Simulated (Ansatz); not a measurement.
**CCl3NSn: one species, many methods**

Aim: compute CCl3NSn with functionals from several rungs and with coupled cluster. The yardstick is the atomisation energy at the CCSD(T) limit.

Program: Ansatz 0.2.0, Gaussian basis. Level of theory: functionals in def2-TZVPP, the program's frozen cores in correlated methods. These are calculated values, not measurements.

Plan: LDA (SPW92), PBE-D4, revPBE-D4, BLYP-D4, r2SCAN-D4, B97M-V, PBE0-D4, B3LYP-D4, r2SCANh-D4, r2SCAN0-D4, HSE06-D4, BHLYP-D4, CAM-B3LYP-D4, LC-ωPBE, ωB97X-V, ωB97M-V, B2PLYP, PBE-QIDH; CCSD(T)/def2-SVP; CCSD(T)/def2-TZVPP; MP2/def2-QZVPP; extrapolation to the limit; RPA on PBE.

## Step 1: Structure used throughout

All runs share one geometry, relaxed beforehand with PBE0-D4 in a triple-zeta def2 set. Sn takes the def2 core potential; no spin-orbit term is included.

6 atoms, charge 0, spin multiplicity 1.

Atoms are counted from 1 here; the program's logs count them from 0.

Bond lengths: N1–C2 1.151 Å, C2–Sn3 2.088 Å, Sn3–Cl4 2.283 Å, Sn3–Cl5 2.283 Å, Sn3–Cl6 2.283 Å. Angles: N1–C2–Sn3 179.7°, C2–Sn3–Cl4 108.9°, C2–Sn3–Cl5 108.9°, C2–Sn3–Cl6 109.0°, Cl4–Sn3–Cl5 110.0°, Cl4–Sn3–Cl6 110.0°, Cl5–Sn3–Cl6 110.0°.

## Step 2: LDA

This LDA is Slater exchange with PW92 correlation.

The input, in.yaml:

```yaml
crystal:
  periodic: [false, false, false]
  atoms:
    - {symbol: N, position_ang: [1.696216, -1.810949, 1.137922]}
    - {symbol: C, position_ang: [0.980798, -1.048083, 0.656412]}
    - {symbol: Sn, position_ang: [-0.314357, 0.331896, -0.225285]}
    - {symbol: Cl, position_ang: [-2.064542, -0.792319, -1.165394]}
    - {symbol: Cl, position_ang: [0.821839, 1.491548, -1.829984]}
    - {symbol: Cl, position_ang: [-1.077752, 1.763807, 1.380229]}
basis:
  gaussian: {orbitals: def2-TZVPP}
hamiltonian: {xc: lda}
output: {orbitals: {seedname: orbitals}}
```

Started as:

```
ansatz run in.yaml --threads 4 --pin off --events-out ev --progress --plain --max-ram 10444MiB
```

After this run come: PBE-D4 (GGA); revPBE-D4 (GGA); BLYP-D4 (GGA); r2SCAN-D4 (meta-GGA); B97M-V (meta-GGA); PBE0-D4 (hybrid); B3LYP-D4 (hybrid); r2SCANh-D4 (hybrid); r2SCAN0-D4 (hybrid); HSE06-D4 (hybrid); BHLYP-D4 (hybrid); CAM-B3LYP-D4 (range-separated); LC-ωPBE (range-separated); ωB97X-V (range-separated); ωB97M-V (range-separated); B2PLYP (double hybrid); PBE-QIDH (double hybrid); CCSD(T) in def2-SVP; CCSD(T) in def2-TZVPP; MP2 in def2-QZVPP; RPA on PBE orbitals.

Before running them: what should the planned runs give, taken together? Wanted: atomisation energy, CCSD(T)/CBS; farthest beyond LDA; mean size of error, GGA; mean size of error, meta-GGA; mean size of error, hybrid; mean size of error, range-separated; mean size of error, double hybrid; gap, smallest and largest; T1 diagnostic.

**Answer**, as computed:

| quantity | value |
| --- | --- |
| atomisation energy, CCSD(T)/CBS | 21.926 eV |
| functionals within 0.219 eV (1.0 %) | revPBE-D4, r2SCAN-D4, PBE0-D4, HSE06-D4, ωB97X-V, ωB97M-V |
| farthest beyond LDA | BHLYP-D4 (-1.598 eV) |
| mean size of error, GGA | 0.369 eV |
| mean size of error, meta-GGA | 0.226 eV |
| mean size of error, hybrid | 0.639 eV |
| mean size of error, range-separated | 0.271 eV |
| mean size of error, double hybrid | 0.467 eV |
| gap, smallest and largest | 4.46 eV (LDA (SPW92)), 12.17 eV (LC-ωPBE) |
| T1 diagnostic | 0.0122 |
| triples share of the correlation energy | 4.3 % |

In words: LDA overbinds by 3.697 eV (17 %). PBE-D4 is off by +0.762 eV. Double hybrids carry the basis error of their MP2 part in triple zeta, and no dispersion term here, so their miss is partly the set-up's. By mean error the best rung here is meta-GGA (0.226 eV) and the worst beyond LDA is hybrid (0.639 eV). The gap between the best rungs is small, so their order is not settled. The mean of the hybrids holds BHLYP, with half exact exchange. RPA and LDA stand outside this count. The reference freezes the cores and leaves out spin-orbit coupling and excitations past (T), and its outer-core shells are covered unevenly, so misses under about 0.219 eV can't be ranked. All levels share the lack of spin-orbit coupling, which lowers the free heavy atoms and so the true binding. Hartree-Fock recovers 63 % of the binding; the rest is correlation. CCSD(T) in def2-SVP is off by -2.164 eV, which most functionals beat. Orbital gaps span 4.5 to 12.2 eV; exact exchange widens them. Correlated methods include outer-core shells of Sn, which these sets cover unevenly.
